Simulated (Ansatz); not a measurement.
# Si3AsF: the cost of one run

Program: Ansatz 0.2.0. Level of theory: DFT PBE, scalar-relativistic, plane waves, PAW. These are calculated values, not measurements.

### Step 1. The structure to begin with

It takes space group Pm-3m (No. 221, cubic). Conventional cell: a = 4.051 Å, b = 4.051 Å, c = 4.051 Å, α = 90.00°, β = 90.00°, γ = 90.00°. Around Si (site symmetry 4/mmm) lie 2 As at 2.03 Å. As (site symmetry m-3m) has 6 Si at 2.03 Å as nearest neighbours. F (site symmetry m-3m) is surrounded by 12 Si at 2.86 Å.

Coordinates:

```
CELL_PARAMETERS angstrom
4.05056 0.00000 0.00000
0.00000 4.05056 0.00000
0.00000 0.00000 4.05056
ATOMIC_POSITIONS crystal
Si 0.50000 0.00000 0.00000
Si 0.00000 0.50000 0.00000
Si 0.00000 0.00000 0.50000
As 0.00000 0.00000 0.00000
F 0.50000 0.50000 0.50000
```

A structure generator made this guess: species swapped into a database cell of BaTiO3 (Pm-3m, No. 221), with F on the Ba sites, As on the Ti sites and Si on the O sites. Lengths come from tabulated atomic sizes and are only a guess.

### Step 2. A first look at the guess

File input.yaml:

```yaml
crystal:
  lattice:
    - [4.05056127, 0.0, 0.0]
    - [0.0, 4.05056127, 0.0]
    - [0.0, 0.0, 4.05056127]
  atoms:
    - { symbol: Si, position: [0.5, 0.0, 0.0] }
    - { symbol: Si, position: [0.0, 0.5, 0.0] }
    - { symbol: Si, position: [0.0, 0.0, 0.5] }
    - { symbol: As, position: [0.0, 0.0, 0.0] }
    - { symbol: F, position: [0.5, 0.5, 0.5] }
basis:
  ecutwfc: 420
kpoints:
  mp_grid: { grid: [4, 4, 4] }
hamiltonian:
  xc: pbe
scf:
  occupations: { method: gaussian, width: 0.1 }
  lower_state_search: "off"
output:
  forces: true
  stress: true
  eigenvalues: true
```

Command:

```bash
$ ansatz run input.yaml --threads 1 --pin off --max-ram 2560MiB --backend cpu --events-out ev --progress --plain --runs-dir out
```

**Question.** How long does this run take on 1 thread of Intel Xeon at 2.70GHz, shared host, and how much memory does it need?

About 1.4 s, with a peak of 0.34 GiB.
